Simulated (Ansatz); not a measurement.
# C3H6OSi: the cost of one run

All numbers below are computed with Ansatz 0.2.0 (RKS PBE-D4/def2-SVP).

**1. The system as given**

Bond lengths: Si1–O2 1.627 Å, O2–C3 1.366 Å, C3–C4 1.406 Å, C3–C5 1.478 Å, C4–C5 1.414 Å, Si1–H6 1.562 Å, Si1–H7 1.482 Å, Si1–H8 1.429 Å, C4–H9 1.122 Å, C5–H10 1.050 Å, C5–H11 1.076 Å. Angles (14 of 19 angles, heavy atoms first): Si1–O2–C3 116.2°, O2–C3–C4 120.2°, O2–C3–C5 126.1°, C4–C3–C5 58.7°, C3–C4–C5 63.2°, C3–C5–C4 58.2°, O2–Si1–H6 108.6°, O2–Si1–H7 111.1°, O2–Si1–H8 111.5°, C3–C4–H9 119.8°, C5–C4–H9 137.6°, C3–C5–H10 116.5°, C3–C5–H11 116.4°, C4–C5–H10 115.7°.

Structure file:

```xyz
11

Si   -1.6800   -1.0948   -0.1192
O    -0.2692   -0.5804    0.5059
C     0.2786    0.5281   -0.0746
C     1.1019    1.3862    0.6764
C     1.7043    0.7177   -0.4144
H    -2.7361    0.0456    0.0322
H    -1.5527   -1.3684   -1.5705
H    -2.1706   -2.2455    0.5716
H     1.1053    1.3159    1.7961
H     1.9098    1.3119   -1.2557
H     2.3742   -0.0734   -0.1273
```

**2. Relaxing end A**

Input file input.yaml:

```yaml
crystal:
  periodic: [false, false, false]
  atoms:
    - { symbol: Si, position_ang: [-1.68, -1.0948, -0.1192] }
    - { symbol: O, position_ang: [-0.2692, -0.5804, 0.5059] }
    - { symbol: C, position_ang: [0.2786, 0.5281, -0.0746] }
    - { symbol: C, position_ang: [1.1019, 1.3862, 0.6764] }
    - { symbol: C, position_ang: [1.7043, 0.7177, -0.4144] }
    - { symbol: H, position_ang: [-2.7361, 0.0456, 0.0322] }
    - { symbol: H, position_ang: [-1.5527, -1.3684, -1.5705] }
    - { symbol: H, position_ang: [-2.1706, -2.2455, 0.5716] }
    - { symbol: H, position_ang: [1.1053, 1.3159, 1.7961] }
    - { symbol: H, position_ang: [1.9098, 1.3119, -1.2557] }
    - { symbol: H, position_ang: [2.3742, -0.0734, -0.1273] }
basis:
  gaussian: { orbitals: def2-SVP }
hamiltonian:
  xc: pbe
  dispersion: d4
relax:
  f_tol: 0.02
  max_steps: 50
```

The run is started by

```bash
$ ansatz run input.yaml --threads 2 --pin off --max-ram 3072MiB --backend cpu --events-out ev --progress --plain --runs-dir out
```

**Question.** How long does this run take on 2 threads of Arm Neoverse N1, shared host, and how much memory does it need?

About 83 s, with a peak of 0.2 GiB.
